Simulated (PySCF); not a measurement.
**A gas-phase reaction: Cl2H2OSi + N2O → Cl2H2O2Si + N2**

Wanted: the reaction energy for `O[SiH](Cl)Cl` + `[N-]=[N+]=O` → `O[Si](O)(Cl)Cl` + `N#N`.

Computed with PySCF 2.14.0; each step states its level. No surroundings beyond the atoms listed, unless a continuum is named. Atoms count from 0, parts from 1.

## 1. The system as given

Each species was relaxed by itself at PBE0-D3(BJ)/def2-SVPD.

## 2. Reaction energy: wB97M-D3(BJ)/def2-TZVPD

The job: settings as JSON, then the geometry in Å.

```
{"job": {"kind": "react", "xc": "wB97M-D3(BJ)", "basis": "def2-TZVPD"}, "charge": 0, "multiplicity": 1}
-1 Cl2H2OSi charge 0 multiplicity 1
O     -1.031840     0.898400     0.108860
Si    -0.029480    -0.404180     0.179620
Cl     0.333520    -1.161370    -1.704630
Cl     1.796870     0.113270     0.987320
H     -0.777070     1.670920    -0.403010
H     -0.683290    -1.423370     1.016030

-1 N2O charge 0 multiplicity 1
N      1.118130    -0.255380    -0.001830
N      0.020930    -0.008010     0.008660
O     -1.127050     0.250870     0.019620

+1 Cl2H2O2Si charge 0 multiplicity 1
O      0.792610     1.146530     0.240940
Si    -0.130110    -0.148800    -0.172370
O     -1.318050    -0.339680     0.936620
Cl     1.078420    -1.813960    -0.303690
Cl    -1.051610     0.100550    -1.979910
H      1.635140     1.273760    -0.202690
H     -1.071660    -0.356990     1.865470

+1 N2 charge 0 multiplicity 1
N      0.534980     0.075070     0.096320
N     -0.534980    -0.075070    -0.096320
```

Method: wB97M-D3(BJ)/def2-TZVPD reaction energy of separated species, gas phase.

The run is started by

```
$ OMP_NUM_THREADS=1 python cluster_run.py task.json out
```

This one command runs all jobs of the session in turn.

**Question.** The jobs that follow are: PBE0-D3(BJ)/def2-TZVPD reaction energy of separated species, gas phase. Predict: reaction energy (wB97M-D3(BJ)/def2-TZVPD); ΔH, ΔG at 298 K (xTB thermal terms). Thermal terms come from harmonic xTB runs on each species.

As calculated:

| quantity | value |
| --- | --- |
| reaction energy (wB97M-D3(BJ)/def2-TZVPD) | -101.5 kcal/mol |
| ΔH, ΔG at 298 K (xTB thermal terms) | -101.3, -101.3 kcal/mol |
| range of the reaction energy over the runs of this table | -101.5 to -89.86 kcal/mol |

What this shows: The reaction is exothermic by 101.3 kcal/mol in the gas phase; dispersion gives -0.37, and xTB itself gave -14.97 for the electronic energy (xTB energies and thermal terms come from the earlier relaxation of each species, not shown). No barrier was sought. xTB and this level differ widely in the electronic energy, so what comes from xTB (the thermal terms above all) is less safe here. The reaction energy runs from -101.5 (wB97M-D3(BJ)/def2-TZVPD) to -89.86 kcal/mol (PBE0-D3(BJ)/def2-TZVPD).
